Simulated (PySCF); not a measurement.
# [Eu(H2O)4]3+: other functionals and bases at one geometry

An exercise on one series of results from a longer session: the logs are not shown, and one member is left open.

Method: several levels, as the steps say, no spin–orbit coupling; program: PySCF 2.14.0.

1 further run of the same task is left out (for a known fault of the program).

### The system as given

13 atoms, charge 3, spin multiplicity 1.

Bond lengths: Eu1–O2 2.320 Å, Eu1–O5 2.320 Å, Eu1–O8 2.320 Å, Eu1–O11 2.320 Å, O2–H3 0.984 Å, O2–H4 0.984 Å, O5–H6 0.984 Å, O5–H7 0.984 Å, O8–H9 0.984 Å, O8–H10 0.984 Å, O11–H12 0.984 Å, O11–H13 0.984 Å. Angles: O2–Eu1–O5 110.9°, O2–Eu1–O8 106.6°, O2–Eu1–O11 110.9°, O5–Eu1–O8 110.9°, O5–Eu1–O11 106.6°, O8–Eu1–O11 110.9°, Eu1–O2–H3 128.3°, Eu1–O2–H4 128.4°, H3–O2–H4 103.3°, Eu1–O5–H6 128.4°, Eu1–O5–H7 128.3°, H6–O5–H7 103.3°, Eu1–O8–H9 128.4°, Eu1–O8–H10 128.3°, H9–O8–H10 103.3°, Eu1–O11–H12 128.3°, Eu1–O11–H13 128.4°, H12–O11–H13 103.3°.

Coordinates:

```xyz
13
EuH8O4
Eu    0.0000    0.0000    0.0000
O     1.3856    1.3474    1.2831
H     2.1862    1.0884    1.7925
H     1.3203    2.3162    1.4420
O    -1.3856   -1.2831    1.3474
H    -1.3203   -1.4420    2.3162
H    -2.1862   -1.7925    1.0884
O     1.3856   -1.3474   -1.2831
H     1.3203   -2.3162   -1.4420
H     2.1862   -1.0884   -1.7925
O    -1.3856    1.2831   -1.3474
H    -2.1862    1.7925   -1.0884
H    -1.3203    1.4420   -2.3162
```

Formal oxidation states: Eu +3. Each metal's 6 4f electrons lie in its core potential, so multiplicities, spins and levels count the valence alone. An earlier session relaxed this geometry at PBE0, Eu lcecp-1-SVP with ECP52, O def2-SVP, H def2-SVP (singlet, point group S4).

At PBE0 on the finer grid: E = -339.504425 Eh, HOMO -24.21 eV, LUMO -15.22 eV, Mulliken charge on Eu1 +1.78 e, largest force component 0.007 eV/Å. 

Levels to run: BLYP; B3LYP; PBE0, TZVP. Hardware: 2 threads of Arm Neoverse V2, shared host.

The first run:

Input file run.py (the lines that set the calculation):

```python
mol = gto.M(atom='''
Eu     0.00000     0.00000     0.00000
O      1.38562     1.34744     1.28312
H      2.18623     1.08845     1.79251
H      1.32028     2.31624     1.44195
O     -1.38563    -1.28312     1.34744
H     -1.32027    -1.44196     2.31624
H     -2.18622    -1.79252     1.08845
O      1.38562    -1.34744    -1.28312
H      1.32028    -2.31624    -1.44195
H      2.18623    -1.08845    -1.79251
O     -1.38563     1.28312    -1.34744
H     -2.18622     1.79252    -1.08845
H     -1.32027     1.44196    -2.31624''',
    basis={'Eu': 'lcecp-1-SVP', 'O': 'def2-SVP', 'H': 'def2-SVP'},
    ecp={'Eu': 'lcecp-1-SVP'},
    charge=3, spin=0)
mf = dft.RKS(mol, xc='BLYP')
mf.grids.atom_grid = (75, 302)  # f atoms: unpruned, at least (60, 302)
mf = mf.density_fit()  # fitting sets: Eu AutoAux, O def2-universal-JKFIT, H def2-universal-JKFIT
mf.conv_tol = 1e-08; mf.max_cycle = 55
mf.kernel(dm0)  # dm0: the density of the relaxed state
```

Command:

```sh
$ OMP_NUM_THREADS=2 python run.py
```

Among the steps run: BLYP; B3LYP; PBE0, TZVP.

One of the session's tables, all rows but one given; the rest of the session is left out.

| level | HOMO (eV) | gap (eV) | charge on Eu1 (e) | largest force component (eV/Å) |
| --- | --- | --- | --- | --- |
| PBE0 (relaxed here) | -24.21 | 8.98 | 1.78 | 0.01 |
| BLYP | ? | ? | ? | ? |
| B3LYP | -23.87 | 8.39 | 1.72 | 0.16 |
| PBE0, TZVP | -24.22 | 9.07 | 2.10 | 0.25 |

Estimate the missing values for BLYP.

The run gave: HOMO (eV): -22.20; gap (eV): 6.16; charge on Eu1 (e): 1.59; largest force component (eV/Å): 0.57. In the column «HOMO (eV)» it is the highest.

In one basis the HOMO–LUMO gap runs from 6.16 eV (BLYP) to 8.98 eV (PBE0). The largest leftover force, 0.57 eV/Å with BLYP, stands at a geometry relaxed at another level. With 4f in the core, its levels are missing from HOMO and gap, and its count is fixed, so no charge can pass from the ligands into it. Total energies of different levels can't be compared.
